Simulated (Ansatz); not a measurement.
# F₃GeHSe: one species, many methods

One table from this session's results is given with a row withheld; the runs are named, their logs left out.

The runs use Ansatz 0.2.0, Gaussian basis; functionals in def2-TZVPP, the program's frozen cores in correlated methods.

The runs, in order: LDA (SPW92), PBE-D4, revPBE-D4, BLYP-D4, r2SCAN-D4, B97M-V, PBE0-D4, B3LYP-D4, r2SCANh-D4, r2SCAN0-D4, HSE06-D4, BHLYP-D4, CAM-B3LYP-D4, LC-ωPBE, ωB97X-V, ωB97M-V, B2PLYP, PBE-QIDH; CCSD(T)/def2-SVP; CCSD(T)/def2-TZVPP; MP2/def2-QZVPP; extrapolation to the limit; RPA on PBE.

### Structure used throughout

An earlier PBE0-D4 in a triple-zeta def2 set relaxation fixed the geometry.

SMILES `[F][Ge]([F])([F])[SeH]`, 6 atoms, charge 0, spin multiplicity 1.

Atoms are counted from 1 here; the program's logs count them from 0.

Bond lengths: F1–Ge2 1.709 Å, Ge2–F3 1.709 Å, Ge2–F4 1.708 Å, Ge2–Se5 2.300 Å, Se5–H6 1.471 Å. Angles: F1–Ge2–F3 104.4°, F1–Ge2–F4 106.9°, F1–Ge2–Se5 114.4°, F3–Ge2–F4 106.9°, F3–Ge2–Se5 114.3°, F4–Ge2–Se5 109.4°, Ge2–Se5–H6 89.8°.

The first run:

in.yaml reads:

```yaml
crystal:
  periodic: [false, false, false]
  atoms:
    - {symbol: F, position_ang: [0.616317, -0.649298, 1.617901]}
    - {symbol: Ge, position_ang: [0.138122, -0.488313, -0.015372]}
    - {symbol: F, position_ang: [-1.426084, -1.175675, -0.069911]}
    - {symbol: F, position_ang: [1.159340, -1.503962, -0.933551]}
    - {symbol: Se, position_ang: [0.259575, 1.657695, -0.832674]}
    - {symbol: H, position_ang: [-0.705169, 2.095553, 0.187607]}
basis:
  gaussian: {orbitals: def2-TZVPP}
hamiltonian: {xc: lda}
output: {orbitals: {seedname: orbitals}}
```

Command:

```
ansatz run in.yaml --threads 4 --pin off --events-out ev --progress --plain --max-ram 10444MiB
```

Among the steps run: LDA; PBE-D4 (GGA); revPBE-D4 (GGA); BLYP-D4 (GGA); r2SCAN-D4 (meta-GGA); B97M-V (meta-GGA); B3LYP-D4 (hybrid); r2SCANh-D4 (hybrid); r2SCAN0-D4 (hybrid); HSE06-D4 (hybrid); BHLYP-D4 (hybrid); CAM-B3LYP-D4 (range-separated); LC-ωPBE (range-separated); ωB97X-V (range-separated); ωB97M-V (range-separated); B2PLYP (double hybrid); PBE-QIDH (double hybrid).

One of the session's tables, all rows but one given; the rest of the session is left out.

It belongs to the step «Frontier levels by functional». 

```
  functional  HOMO (eV)  LUMO (eV)  gap (eV)
 LDA (SPW92)      -7.30      -3.01      4.29
      PBE-D4      -7.12      -2.66      4.46
   revPBE-D4      -7.05      -2.52      4.53
     BLYP-D4      -6.95      -2.62      4.33
   r2SCAN-D4          ?          ?         ?
      B97M-V      -7.49      -2.29      5.20
     PBE0-D4      -8.37      -1.68      6.69
    B3LYP-D4      -8.12      -2.02      6.10
  r2SCANh-D4      -7.90      -2.05      5.85
  r2SCAN0-D4      -8.58      -1.52      7.06
    HSE06-D4      -7.97      -2.05      5.92
    BHLYP-D4      -9.46      -0.68      8.78
CAM-B3LYP-D4      -9.70      -0.68      9.02
     LC-ωPBE     -11.08       0.62     11.70
     ωB97X-V     -10.71       0.54     11.25
     ωB97M-V     -10.57       0.37     10.94
```

**Question.** Estimate the row for r2SCAN-D4.

Worked estimate for «HOMO (eV)». Against the share of exact exchange, r2SCANh-D4 (0.1, -7.90), r2SCAN0-D4 (0.25, -8.58) give a slope of -4.53 per unit share; at 0 the line stands at -7.45.

**Answer.** HOMO (eV): -7.44; LUMO (eV): -2.40; gap (eV): 5.05. In «HOMO (eV)» the line misses by -0.01.
